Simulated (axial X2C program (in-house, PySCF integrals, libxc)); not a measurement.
# AgBe: bond curves with and without spin–orbit coupling

What are the state, bond length, wavenumber and bond energy of AgBe, and what does spin–orbit coupling change?

Method: all-electron X2C, Ag dyall-cv3z, Be dyall-cv3z; program: an in-house X2C program for linear molecules on PySCF integrals.

All values are calculated.

## (1) Set-up

Input file task.json:

```json
{"zs": [47, 4], "q": 0, "bas": ["dyall-cv3z", "dyall-cv3z"], "levels": ["PBE0", "HF", "PBE50"], "cc": true, "r0": 2.3, "thr": -2.0, "nmax": 90, "npts": 10, "nst": 2, "ntry": 6}
```

Keys: zs atomic numbers; q charge; bas basis sets; levels methods (HF also brings MP2); cc coupled cluster on or off; r0 starting distance in Å; thr threshold in hartree for freezing inner shells (an s shell follows its p shell); nmax most natural virtual spinors; npts points asked for on the curve; nst determinants followed; ntry starts of the search.

Started as:

```bash
$ python so2c.py task.json out
```

Spin-free means the one-electron spin-free X2C Hamiltonian; two-component (2c) means X2C with spin–orbit coupling and atomic mean-field two-electron Coulomb and Gaunt terms. Basis: Ag dyall-cv3z contracted to [12s12p8d5f3g], Be dyall-cv3z contracted to [8s8p3d1f]; Gaussian nuclei, density fitting. Masses: Ag 106.905 u, Be 9.012 u.

Notation: σ, π±, δ± give the projection m of an orbital's angular momentum (0, ±1, ±2), α and β its spin, Λ and M_S the sums; ω is the projection of a spinor's total angular momentum and Ω the sum. Logs are in hartree.

The results follow Hamiltonian by Hamiltonian and level by level.

## (2) Which state to follow

PBE0 moves the distance from 2.300 Å to 2.210 Å and compares determinants there.

Spin-free determinants:

| ΔE (eV) | state | open shells |
| --- | --- | --- |
| 0.00 | M_S = 1/2, Λ = 0 | beyond closed shells: σα |
| 1.62 | M_S = 1/2, Λ = 1 | beyond closed shells: π+α |
| 3.03 | M_S = 3/2, Λ = 1 | beyond closed shells: 2 × σα, π+α |
| 3.83 | M_S = 3/2, Λ = 0 | beyond closed shells: 3 × σα |
| 4.10 | M_S = 1/2, Λ = 1 | beyond closed shells: 2 × σα, π+β |
| 5.76 | M_S = 1/2, Λ = 2 | beyond closed shells: δ+α, δ+β, δ-α |

Two-component determinants:

| ΔE (eV) | state | open shells |
| --- | --- | --- |
| 0.00 | Ω = 1/2 | excess of +ω over −ω: ω = 1/2 |
| 1.64 | Ω = 3/2 | excess of +ω over −ω: ω = 3/2 |
| 3.06 | Ω = 5/2 | excess of +ω over −ω: 2 × ω = 1/2, ω = 3/2 |
| 3.82 | Ω = 3/2 | excess of +ω over −ω: 3 × ω = 1/2 |
| 4.12 | Ω = 1/2 | excess of +ω over −ω: 2 × ω = -1/2, ω = 3/2 |
| 5.55 | Ω = 5/2 | excess of +ω over −ω: ω = 5/2 |
| 5.60 | Ω = 3/2 | excess of +ω over −ω: ω = 3/2 |

## (3) PBE0, spin-free

State followed: M_S = 1/2, Λ = 0 (beyond closed shells: σα). The scan is laid around 2.210 Å, a first estimate of the minimum, and this SCF restarts from the orbitals of the search.

The SCF at the reference distance of 2.210 Å:

```text
spin-free X2C-1e  PBE0
basis functions 204  fitting functions 908  grid points 5082
iter        total energy     max residual
   1      -5329.811919378     6.73e-06
   2      -5329.811919381     4.05e-06
   3      -5329.811919382     3.04e-06
converged
one-electron -7438.23279205  Coulomb 2216.53903087  exact exchange -37.69039345  xc functional -115.44374468  nuclear repulsion 45.01597993
```

Along the bond, energies from the lowest point:

| R (Å) | E (eV) | μ (D) | HOMO (eV) | LUMO (eV) | iterations |
| --- | --- | --- | --- | --- | --- |
| 1.923 | 0.3266 | -0.99 | -4.76 | -2.03 | 13 |
| 2.011 | 0.1375 | -0.97 | -4.79 | -2.07 | 12 |
| 2.077 | 0.0554 | -0.94 | -4.81 | -2.11 | 12 |
| 2.144 | 0.0123 | -0.90 | -4.83 | -2.15 | 11 |
| 2.210 | 0.0000 | -0.86 | -4.85 | -2.20 | 3 |
| 2.287 | 0.0154 | -0.80 | -4.87 | -2.25 | 11 |
| 2.365 | 0.0544 | -0.73 | -4.89 | -2.31 | 11 |
| 2.464 | 0.1285 | -0.64 | -4.90 | -2.38 | 12 |
| 2.586 | 0.2403 | -0.53 | -4.93 | -2.47 | 12 |
| 2.763 | 0.4175 | -0.37 | -4.95 | -2.60 | 12 |

Dipoles are positive if Be is the positive end.

Outer orbitals at the reference distance:

| symmetry | occupied | ε (eV) | atomic character |
| --- | --- | --- | --- |
| σα | yes | -10.26 | 87% Ag d, 7% Be s, 3% Be p |
| σβ | yes | -10.25 | 87% Ag d, 6% Be s, 4% Be p |
| π+α | yes | -9.74 | 97% Ag d |
| π-α | yes | -9.74 | 97% Ag d |
| π-β | yes | -9.67 | 97% Ag d |
| π+β | yes | -9.67 | 97% Ag d |
| δ+α | yes | -9.50 | 100% Ag d |
| δ-α | yes | -9.50 | 100% Ag d |
| δ-β | yes | -9.43 | 100% Ag d |
| δ+β | yes | -9.43 | 100% Ag d |
| σα | yes | -7.35 | 50% Be s, 31% Ag s, 10% Ag d |
| σβ | yes | -6.87 | 39% Be s, 35% Ag s, 11% Ag d |
| σα | yes | -4.85 | 54% Be p, 26% Ag s, 10% Be s |
| σβ | no | -2.20 | 30% Be p, 29% Ag p, 23% Ag s |
| π+α | no | -1.63 | 68% Be p, 29% Ag p, 2% Ag d |
| π-α | no | -1.63 | 68% Be p, 29% Ag p, 2% Ag d |
| π+β | no | -1.27 | 62% Be p, 34% Ag p, 3% Ag d |

PBE0 fields in the half plane through the axis: z from -2.4 to 4.5 Å across, distance from the axis 0.15 to 2.25 Å upwards; Ag lies at z = 0 and Be at z = 2.210 Å; the ELF is damped to zero where the density is low.

log10 density (e/bohr³). Ten even steps from '0' (-4.30 ) to '9' (1.78 ):
```
000111122222111111111000
001112222222222222221110
011222333333333222222111
011223344443333333332211
112234455544444333333221
112334566654444444433322
122345677765444544443322
122345679765545775443322
```

ELF. Ten even steps from '0' (0.00 ) to '9' (1.00 ):
```
000001111111100012221000
000011112222222246776310
000111122223344468999851
001111122223455689999984
011111222223576689999997
011112355432575129999999
011112576752470002999999
000113727263450990999999
```

Re = 2.208 Å, ωe = 422 cm⁻¹, ωexe = 3.45 cm⁻¹, Be = 0.4159 cm⁻¹, De = 1.18 eV, μ = -0.86 D.

## (4) HF, spin-free

The SCF at the reference distance of 2.210 Å:

```text
spin-free X2C-1e  HF
basis functions 204  fitting functions 908  grid points 5082
iter        total energy     max residual
   1      -5327.439355059     3.34e-01
   2      -5327.464442969     5.98e-03
   3      -5327.465993516     3.08e-03
   4      -5327.466365681     1.82e-03
   5      -5327.466554393     1.10e-03
   6      -5327.466620048     4.21e-04
   7      -5327.466628547     1.85e-04
   8      -5327.466630548     6.27e-05
   9      -5327.466630769     4.82e-05
  10      -5327.466630973     2.18e-05
  11      -5327.466631055     1.10e-05
  12      -5327.466631078     6.27e-06
  13      -5327.466631086     2.77e-06
  14      -5327.466631088     8.27e-07
converged
one-electron -7438.76852680  Coulomb 2217.19058761  exact exchange -150.90467183  xc functional 0.00000000  nuclear repulsion 45.01597993
```

Re = 2.422 Å, ωe = 298.3 cm⁻¹, ωexe = 5.5 cm⁻¹, Be = 0.3459 cm⁻¹, De = 0.387 eV, μ = -1.49 D. ⟨S²⟩ = 0.85 against 0.75 for a pure state, so this determinant mixes spins.

## (5) PBE50, spin-free

Output at 2.210 Å:

```text
spin-free X2C-1e  PBE50
basis functions 204  fitting functions 908  grid points 5082
iter        total energy     max residual
   1      -5329.875800388     1.12e-01
   2      -5329.878989374     4.02e-03
   3      -5329.878718529     6.22e-03
   4      -5329.879452238     3.35e-04
   5      -5329.879459458     2.95e-04
   6      -5329.879461459     9.56e-05
   7      -5329.879462074     3.60e-05
   8      -5329.879462134     6.29e-06
   9      -5329.879462137     2.09e-06
  10      -5329.879462137     1.02e-06
converged
one-electron -7438.97235431  Coulomb 2217.33330380  exact exchange -75.41608908  xc functional -77.84030249  nuclear repulsion 45.01597993
```

Re = 2.248 Å, ωe = 398 cm⁻¹, ωexe = 3.47 cm⁻¹, Be = 0.4015 cm⁻¹, De = 0.985 eV, μ = -1.28 D.

## (6) Correlated methods, spin-free

Correlated methods: 13 electrons correlated (frozen shells, counted by type: Ag 4 s, 3 p, 1 d; Be 1 s), 257 virtual spinors in MP2, 90 natural virtuals in coupled cluster.

Output of the correlated part at 2.210 Å:

```text
correlated 13  virtual 257  natural virtual 90  E(MP2) -0.469191891  MP2 remainder -0.027158375
iter   CCSD correlation   residual
   1     -0.400103894   1.58e-01
   2     -0.412940524   6.55e-02
   3     -0.415634839   3.20e-02
   4     -0.415527481   1.25e-02
   5     -0.415747748   5.71e-03
   6     -0.415817549   2.02e-03
   7     -0.415799744   8.96e-04
   8     -0.415806933   3.54e-04
   9     -0.415802082   1.86e-04
  10     -0.415804252   8.41e-05
  11     -0.415802964   3.99e-05
  12     -0.415803003   1.57e-05
  13     -0.415802959   6.71e-06
  14     -0.415802986   2.90e-06
  15     -0.415802991   1.19e-06
(T) -0.019157685  T1 0.0340  D1 0.0821  max T2 0.099
```

T1 in the output is the amplitude norm over the root of the electron number; divide by √2 for the Lee–Taylor value.

MP2: Re = 2.153 Å, ωe = 471 cm⁻¹, Be = 0.4374 cm⁻¹, De = 1.11 eV.

CCSD: Re = 2.233 Å, ωe = 395 cm⁻¹, ωexe = 4.93 cm⁻¹, Be = 0.4069 cm⁻¹, De = 0.756 eV. T1 at Re = 0.024 (Lee–Taylor, the printed value over √2).

CCSD(T): Re = 2.203 Å, ωe = 421 cm⁻¹, ωexe = 5.33 cm⁻¹, Be = 0.4178 cm⁻¹, De = 0.873 eV. T1 at Re = 0.024 (Lee–Taylor, the printed value over √2).

## (7) A higher determinant, spin-free

State: M_S = 1/2, Λ = 1 (beyond closed shells: π+α).

Output at the reference distance:

```text
spin-free X2C-1e  PBE0
basis functions 204  fitting functions 908  grid points 5082
iter        total energy     max residual
   1      -5329.752332685     1.44e-05
   2      -5329.752332697     8.63e-06
   3      -5329.752332700     5.55e-06
   4      -5329.752332702     3.16e-06
converged
one-electron -7437.64547336  Coulomb 2215.99810991  exact exchange -37.68962718  xc functional -115.43132201  nuclear repulsion 45.01597993
```

| R (Å) | E above the lowest PBE0 point (eV) |
| --- | --- |
| 1.923 | 1.775 |
| 2.011 | 1.644 |
| 2.077 | 1.603 |
| 2.144 | 1.598 |
| 2.210 | 1.621 |
| 2.287 | 1.676 |
| 2.365 | 1.753 |
| 2.464 | 1.873 |
| 2.586 | 2.040 |

Re = 2.120 Å, ωe = 481 cm⁻¹, ωexe = 2.89 cm⁻¹, Be = 0.4513 cm⁻¹, μ = -1.33 D. Te = 1.60 eV.

## (8) The spin-free curves together

Energy (eV) of the followed determinant, spin-free, from each level's lowest point:

| R (Å) | PBE0 | HF | MP2 | CCSD | CCSD(T) | PBE50 |
| --- | --- | --- | --- | --- | --- | --- |
| 1.923 | 0.327 | 0.688 | 0.248 | n/a | n/a | 0.390 |
| 2.011 | 0.138 | 0.411 | 0.083 | 0.161 | 0.132 | 0.181 |
| 2.077 | 0.055 | 0.262 | 0.021 | 0.071 | 0.051 | 0.084 |
| 2.144 | 0.012 | 0.155 | 0.000 | 0.020 | 0.010 | 0.026 |
| 2.210 | 0.000 | 0.081 | 0.010 | 0.000 | 0.000 | 0.000 |
| 2.287 | 0.015 | 0.028 | 0.051 | 0.005 | 0.017 | 0.000 |
| 2.365 | 0.054 | 0.002 | 0.115 | 0.033 | 0.055 | 0.025 |
| 2.464 | 0.128 | 0.000 | 0.219 | 0.090 | 0.125 | 0.083 |
| 2.586 | 0.240 | 0.026 | 0.364 | n/a | n/a | 0.177 |
| 2.763 | 0.418 | 0.091 | 0.575 | n/a | n/a | 0.332 |

## (9) PBE0, 2c

State followed: Ω = 1/2 (excess of +ω over −ω: ω = 1/2). The scan is laid around 2.210 Å, a first estimate of the minimum, and this SCF restarts from the orbitals of the search.

The SCF at the reference distance of 2.210 Å:

```text
two-component X2C + atomic mean field  PBE0
basis functions 204  fitting functions 908  grid points 5082
iter        total energy     max residual
   1      -5327.599095667     7.90e-06
   2      -5327.599095666     1.11e-05
converged
one-electron -7432.05718016  Coulomb 2215.31503914  exact exchange -37.66804916  xc functional -115.37797373  nuclear repulsion 45.01597993  atomic mean-field constant -2.82691168
```

Along the bond, energies from the lowest point:

| R (Å) | E (eV) | μ (D) | HOMO (eV) | LUMO (eV) | iterations |
| --- | --- | --- | --- | --- | --- |
| 1.923 | 0.3256 | -0.99 | -4.76 | -2.03 | 13 |
| 2.011 | 0.1370 | -0.97 | -4.79 | -2.08 | 12 |
| 2.077 | 0.0551 | -0.94 | -4.81 | -2.11 | 12 |
| 2.144 | 0.0122 | -0.90 | -4.83 | -2.15 | 11 |
| 2.210 | 0.0000 | -0.86 | -4.85 | -2.20 | 2 |
| 2.287 | 0.0154 | -0.80 | -4.87 | -2.25 | 11 |
| 2.365 | 0.0545 | -0.73 | -4.89 | -2.31 | 11 |
| 2.464 | 0.1286 | -0.64 | -4.90 | -2.38 | 12 |
| 2.586 | 0.2403 | -0.53 | -4.92 | -2.47 | 12 |
| 2.763 | 0.4176 | -0.37 | -4.95 | -2.59 | 12 |

Dipoles are positive if Be is the positive end.

Outer spinors at the reference distance:

```tsv
ω	occupied	ε (eV)	atomic character	λ mixture
1/2	yes	-10.38	89% Ag d, 5% Be s, 2% Be p	85% σ, 15% π
-1/2	yes	-10.38	89% Ag d, 5% Be s, 3% Be p	81% σ, 19% π
-3/2	yes	-9.89	99% Ag d	67% δ, 33% π
3/2	yes	-9.87	98% Ag d	52% δ, 48% π
-1/2	yes	-9.74	94% Ag d, 2% Be p	81% π, 19% σ
1/2	yes	-9.69	94% Ag d	85% π, 15% σ
3/2	yes	-9.43	98% Ag d	52% π, 48% δ
-3/2	yes	-9.42	98% Ag d	67% π, 33% δ
5/2	yes	-9.29	100% Ag d	100% δ
-5/2	yes	-9.22	100% Ag d	100% δ
1/2	yes	-7.35	50% Be s, 31% Ag s, 10% Ag d	100% σ
-1/2	yes	-6.87	39% Be s, 35% Ag s, 11% Ag d	100% σ
1/2	yes	-4.85	54% Be p, 26% Ag s, 10% Be s	100% σ
-1/2	no	-2.20	30% Be p, 29% Ag p, 23% Ag s	100% σ
-1/2	no	-1.65	67% Be p, 30% Ag p, 2% Ag d	100% π
3/2	no	-1.61	68% Be p, 29% Ag p, 2% Ag d	100% π
1/2	no	-1.31	57% Be p, 37% Ag p, 2% Ag d	88% π, 12% σ
```

PBE0 fields in the half plane through the axis: z from -2.4 to 4.5 Å across, distance from the axis 0.15 to 2.25 Å upwards; Ag lies at z = 0 and Be at z = 2.210 Å; the ELF is damped to zero where the density is low.

log10 density (e/bohr³). Ten even steps from ' ' (-4.30 ) to '@' (1.78 ):
```
      ........::::::::::..................      
    ......::::::::::::::::::::::::::::::......  
  ....::::::------------------::::::::::::......
  ....::::----========------------------::::....
....::::--====++++++==========------------::::..
....::----==++******++================------::::
..::::--==++**######**++======++========----::::
..::::--==++**##@@##**++++==++####++====----::::
```

ELF. Ten even steps from ' ' (0.00 ) to '@' (1.00 ):
```
          ................      ..::::::..      
        ........::::::::::::::::==**####**--..  
      ........::::::::----======**%%@@@@@@%%++..
    ..........::::::::--==++++**%%@@@@@@@@@@%%==
  ..........::::::::::--++##****%%@@@@@@@@@@@@##
  ........::--++++==--::++##++..::@@@@@@@@@@@@@@
  ........::++##**##++::==##      ::@@@@@@@@@@@@
      ....--##::##::**--==++  @@@@  @@@@@@@@@@@@
```

Re = 2.208 Å, ωe = 421 cm⁻¹, ωexe = 3.44 cm⁻¹, Be = 0.416 cm⁻¹, De = 1.18 eV, μ = -0.86 D.

## (10) HF, 2c

The SCF at the reference distance of 2.210 Å:

```text
two-component X2C + atomic mean field  HF
basis functions 204  fitting functions 908  grid points 5082
iter        total energy     max residual
   1      -5325.225269417     3.34e-01
   2      -5325.250358729     6.00e-03
   3      -5325.251909823     3.07e-03
   4      -5325.252281908     1.82e-03
   5      -5325.252470731     1.10e-03
   6      -5325.252536971     4.21e-04
   7      -5325.252545768     1.86e-04
   8      -5325.252548037     6.36e-05
   9      -5325.252548403     4.69e-05
  10      -5325.252548759     3.52e-05
  11      -5325.252548964     2.34e-05
  12      -5325.252549044     1.44e-05
  13      -5325.252549075     7.86e-06
  14      -5325.252549083     3.79e-06
  15      -5325.252549084     2.30e-06
converged
one-electron -7432.59160338  Coulomb 2215.96511965  exact exchange -150.81513360  xc functional 0.00000000  nuclear repulsion 45.01597993  atomic mean-field constant -2.82691168
```

Re = 2.421 Å, ωe = 298.2 cm⁻¹, ωexe = 5.49 cm⁻¹, Be = 0.3459 cm⁻¹, De = 0.387 eV, μ = -1.49 D.

## (11) PBE50, 2c

Output at 2.210 Å:

```text
two-component X2C + atomic mean field  PBE50
basis functions 204  fitting functions 908  grid points 5082
iter        total energy     max residual
   1      -5327.662498180     1.12e-01
   2      -5327.665686715     4.03e-03
   3      -5327.665415023     6.24e-03
   4      -5327.666150738     3.34e-04
   5      -5327.666157986     2.94e-04
   6      -5327.666159992     9.55e-05
   7      -5327.666160609     3.61e-05
   8      -5327.666160671     6.27e-06
   9      -5327.666160674     2.14e-06
  10      -5327.666160675     1.03e-06
converged
one-electron -7432.79793199  Coulomb 2216.11049698  exact exchange -75.37139864  xc functional -77.79639528  nuclear repulsion 45.01597993  atomic mean-field constant -2.82691168
```

Re = 2.247 Å, ωe = 398 cm⁻¹, ωexe = 3.46 cm⁻¹, Be = 0.4016 cm⁻¹, De = 0.985 eV, μ = -1.28 D.

## (12) Correlated methods, 2c

Correlated methods: 13 electrons correlated (frozen shells, counted by type: Ag 4 s, 3 p, 1 d; Be 1 s), 257 virtual spinors in MP2, 90 natural virtuals in coupled cluster.

Output of the correlated part at 2.210 Å:

```text
correlated 13  virtual 257  natural virtual 90  E(MP2) -0.469007362  MP2 remainder -0.027145905
iter   CCSD correlation   residual
   1     -0.400009015   1.58e-01
   2     -0.412823735   6.54e-02
   3     -0.415510669   3.20e-02
   4     -0.415403868   1.25e-02
   5     -0.415624548   5.71e-03
   6     -0.415694206   2.02e-03
   7     -0.415676453   8.99e-04
   8     -0.415683747   3.57e-04
   9     -0.415678805   1.88e-04
  10     -0.415681017   8.49e-05
  11     -0.415679716   4.02e-05
  12     -0.415679758   1.60e-05
  13     -0.415679716   6.98e-06
  14     -0.415679744   3.16e-06
  15     -0.415679749   1.42e-06
(T) -0.019132076  T1 0.0340  D1 0.0820  max T2 0.099
```

MP2: Re = 2.153 Å, ωe = 471 cm⁻¹, Be = 0.4374 cm⁻¹, De = 1.10 eV.

CCSD: Re = 2.233 Å, ωe = 394 cm⁻¹, ωexe = 4.89 cm⁻¹, Be = 0.4069 cm⁻¹, De = 0.762 eV. T1 at Re = 0.024 (Lee–Taylor, the printed value over √2).

CCSD(T): Re = 2.203 Å, ωe = 420 cm⁻¹, ωexe = 5.29 cm⁻¹, Be = 0.4178 cm⁻¹, De = 0.869 eV. T1 at Re = 0.024 (Lee–Taylor, the printed value over √2).

## (13) A higher determinant, 2c

State: Ω = 3/2 (excess of +ω over −ω: ω = 3/2).

Output at the reference distance:

```text
two-component X2C + atomic mean field  PBE0
basis functions 204  fitting functions 908  grid points 5082
iter        total energy     max residual
   1      -5327.538890948     2.43e-05
   2      -5327.538890967     1.80e-05
   3      -5327.538890980     9.82e-06
   4      -5327.538890989     7.20e-06
   5      -5327.538891001     2.01e-06
   6      -5327.538891002     4.89e-07
converged
one-electron -7431.46290129  Coulomb 2214.76829585  exact exchange -37.66747920  xc functional -115.36587461  nuclear repulsion 45.01597993  atomic mean-field constant -2.82691168
```

| R (Å) | E above the lowest PBE0 point (eV) |
| --- | --- |
| 1.923 | 1.801 |
| 2.011 | 1.667 |
| 2.077 | 1.624 |
| 2.144 | 1.617 |
| 2.210 | 1.638 |
| 2.287 | 1.691 |
| 2.365 | 1.766 |
| 2.464 | 1.884 |
| 2.586 | 2.048 |

Re = 2.124 Å, ωe = 478 cm⁻¹, ωexe = 2.87 cm⁻¹, Be = 0.4494 cm⁻¹, μ = -1.38 D. Te = 1.62 eV.

## (14) The 2c curves together

Energy (eV) of the followed determinant, 2c, from each level's lowest point:

| R (Å) | PBE0 | HF | MP2 | CCSD | CCSD(T) | PBE50 |
| --- | --- | --- | --- | --- | --- | --- |
| 1.923 | 0.326 | 0.686 | 0.248 | n/a | n/a | 0.388 |
| 2.011 | 0.137 | 0.410 | 0.083 | 0.160 | 0.132 | 0.180 |
| 2.077 | 0.055 | 0.262 | 0.021 | 0.071 | 0.051 | 0.084 |
| 2.144 | 0.012 | 0.154 | 0.000 | 0.020 | 0.010 | 0.026 |
| 2.210 | 0.000 | 0.080 | 0.010 | 0.000 | 0.000 | 0.000 |
| 2.287 | 0.015 | 0.027 | 0.051 | 0.005 | 0.017 | 0.000 |
| 2.365 | 0.054 | 0.002 | 0.115 | 0.033 | 0.055 | 0.025 |
| 2.464 | 0.129 | 0.000 | 0.219 | 0.090 | 0.125 | 0.083 |
| 2.586 | 0.240 | 0.026 | 0.363 | n/a | n/a | 0.177 |
| 2.763 | 0.418 | 0.091 | 0.574 | n/a | n/a | 0.333 |

The whole job took 2.7 min on 1 thread, shared host.

## (15) Constants

Lowest determinant that the search found at its distance, spin-free: M_S = 1/2, Λ = 0 (beyond closed shells: σα).

Lowest determinant that the search found at its distance, 2c: Ω = 1/2 (excess of +ω over −ω: ω = 1/2).

```csv
Hamiltonian,level,Re (Å),ωe (cm⁻¹),De (eV),μ (D)
spin-free,PBE0,2.208,422,1.18,-0.86
spin-free,HF,2.422,298.3,0.387,-1.49
spin-free,MP2,2.153,471,1.11,n/a
spin-free,CCSD,2.233,395,0.756,n/a
spin-free,CCSD(T),2.203,421,0.873,n/a
spin-free,PBE50,2.248,398,0.985,-1.28
2c,PBE0,2.208,421,1.18,-0.86
2c,HF,2.421,298.2,0.387,-1.49
2c,MP2,2.153,471,1.10,n/a
2c,CCSD,2.233,394,0.762,n/a
2c,CCSD(T),2.203,420,0.869,n/a
2c,PBE50,2.247,398,0.985,-1.28
```

Dipoles are positive if Be is the positive end. Spin-free ⟨S²⟩ is off its pure value at HF 0.85.

Time per point (s) on 1 thread, shared host (2c runs; CCSD comes with the CCSD(T) run); the times are rough: PBE0 0.66, HF 0.61, MP2 0.91, CCSD(T) 6.2, PBE50 0.7.

In words: At CCSD(T), going from spin-free to two-component changes Re by 0 mÅ, ωe by -0.1 %, which is small (part of it comes from the scalar share of the two-electron terms). De moves by 0.00 eV; both De rest on single-determinant atoms, which can miss part of an open shell's spin–orbit lowering.

De refers to Ag + Be, each in the lowest determinant found, which need not be this curve's own limit. The state is a single determinant with fixed occupations, the lowest that a limited PBE0 search found. Dissociation energies refer to the lowest single-determinant-based atoms at the same level and basis. Density functionals use the spin component along the axis (collinear). CCSD and (T) use frozen natural virtuals with an MP2 correction for the truncation. The spin-free determinant is spin-contaminated at some levels, which hurts MP2 most. T1 at Re is 0.024 (Lee–Taylor), above the customary mark of 0.02.
